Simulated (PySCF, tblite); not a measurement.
# C5H12BO2 radical: geometry, infrared bands and EPR parameters

Wanted: the infrared bands and EPR parameters of C5H12BO2 radical (`CCC[C](C)B(O)O`), by calculation.

The runs use tblite 0.8.0 and PySCF 2.14.0, with density-fitted response routines of our own; the level of theory stands in each step. All values are computed, except where a source is named. Atoms are numbered from 0 throughout.

## Step 1: The starting structure

20 atoms, charge 0, multiplicity 2; geometry from: force field or distance geometry start.

Bonds of the start (Å): C0–C1 1.52, C1–C2 1.51, C2–C3 1.50, C3–C4 1.50, C3–B5 1.58, B5–O6 1.48, B5–O7 1.47, C0–H8 1.11, C0–H9 1.10, C0–H10 1.10, C1–H11 1.11, C1–H12 1.08, C2–H13 1.12, C2–H14 1.11, C4–H15 1.11, C4–H16 1.10, C4–H17 1.13, O6–H18 1.00, O7–H19 0.99.

## Step 2: Optimising the geometry with GFN2-xTB

What the job is given:

```
{"job": {"kind": "relax", "xc": "GFN2-xTB", "basis": "xTB"}, "charge": 0, "multiplicity": 2}
C      2.949900     0.185200     0.048700
C      1.605100    -0.034900    -0.633700
C      0.543700     0.310700     0.381900
C     -0.790000     0.107100    -0.267000
C     -1.010800    -1.314300    -0.691800
B     -2.040500     0.617200     0.546900
O     -2.849800     1.645100    -0.146800
O     -2.824500    -0.383400     1.285400
H      2.771500     0.794900     0.961800
H      3.342500    -0.810700     0.313400
H      3.618900     0.719000    -0.649700
H      1.507200     0.641000    -1.511900
H      1.473800    -1.045200    -1.005900
H      0.627700    -0.422100     1.218800
H      0.692500     1.338200     0.783200
H     -0.986400    -1.306000    -1.804900
H     -0.199200    -1.926700    -0.263100
H     -2.016200    -1.649200    -0.313300
H     -2.709000     2.547100     0.257000
H     -3.711400    -0.002400     1.487900
```

Launch:

```sh
> OMP_NUM_THREADS=1 python probes_run.py task.json out
```

One launch serves the whole session: the jobs run in the order shown.

**Question.** This job is followed by: GFN2-xTB harmonic vibrations, gas phase; UKS B3LYP, pcH-1 on B C H O, non-relativistic, mean-field spin-orbit, GIAO. What will the session give for the following? strongest single infrared mode (GFN2-xTB); zero-point energy (GFN2-xTB); g(iso) (B3LYP); ⟨S²⟩; largest a(iso) (averaged by class); surface potential, 1st and 99th percentile.

The runs gave:

| quantity | value |
| --- | --- |
| strongest single infrared mode (GFN2-xTB) | 1223 cm⁻¹, 325 km/mol |
| zero-point energy (GFN2-xTB) | 105.4 kcal/mol |
| g(iso) (B3LYP) | 2.00280 |
| ⟨S²⟩ | 0.753 (exact 0.75) |
| largest a(iso) (averaged by class) | 1H on H15, H16, H17, 68.7 MHz |
| surface potential, 1st and 99th percentile | -1.40 V and 2.20 V |

What this shows: Over 202 steps the energy fell by 2.226 eV; of the close pairs, B5–O7 changed most, 1.470 to 1.365 Å. All 54 modes are real, so the xTB geometry is a minimum. GFN2-xTB is a fitted tight-binding method: band positions and strengths are rough. Its intensities can rank the bands wrongly. Most of the unpaired spin sits on C3 (0.91 e). The isotropic g lies 0.5 ppt above the free-electron value.
